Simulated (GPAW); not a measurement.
Runs of GPAW 26.7.0 on Al4Co3. The cell holds a slab with vacuum, 7 atoms: a = 2.819 Å, b = 2.819 Å, c = 23.458 Å, α = 90.00°, β = 90.00°, γ = 90.00°. 

```csv
task,level,potentials or basis,cell,series job,gap on the mesh (eV),moment (μB),largest force (eV/Å),work function (eV)
single point,RPBE,"the program's PAW data sets (release 1.2.1) made for this functional, pw","the (1 0 0) slab of AlCo, cut from the database cell, not relaxed",-,none,1.27,0.76,(a)
single point,revPBE,"the program's PAW data sets (release 1.2.1) made for this functional, pw","the (1 0 0) slab of AlCo, cut from the database cell, not relaxed",-,none,1.26,0.75,3.78
single point,BEEF-vdW,"GPAW PAW data sets (gpaw-data 1.2.1), pw","the (1 0 0) slab of AlCo, cut from the database cell, not relaxed",-,none,1.25,0.71,(d)
single point,LDA,"the program's PAW data sets (release 1.2.1) made for this functional, pw","the (1 0 0) slab of AlCo, cut from the database cell, not relaxed",-,none,0.62,0.66,4.19
single point,PBE,"GPAW PAW data sets (gpaw-data 1.2.1), pw","the (1 0 0) slab of AlCo, cut from the database cell, not relaxed",-,none,1.17,0.73,3.89
single point,WC,"PAW data sets generated in the run's folder for this functional, pw","the (1 0 0) slab of AlCo, cut from the database cell, not relaxed",-,none,1.07,0.70,3.97
single point,PBEsol,"PAW data sets generated in the run's folder for this functional, pw","the (1 0 0) slab of AlCo, cut from the database cell, not relaxed",-,none,(b),0.68,(c)
```

Alike in all rows: spin collinear, ferromagnetic start; k mesh 9 × 9 × 1; cutoff (eV) 450; smearing fermi-dirac 0.05 eV.

Fill in the values left out.

(a) 3.77; (b) 1.03; (c) 4.00; (d) 4.10.

Caveats: the PAW data sets were made with another functional, which shifts forces and pressure a little (some runs).

A gap of «none» marks a metal or a gap under the smearing width.
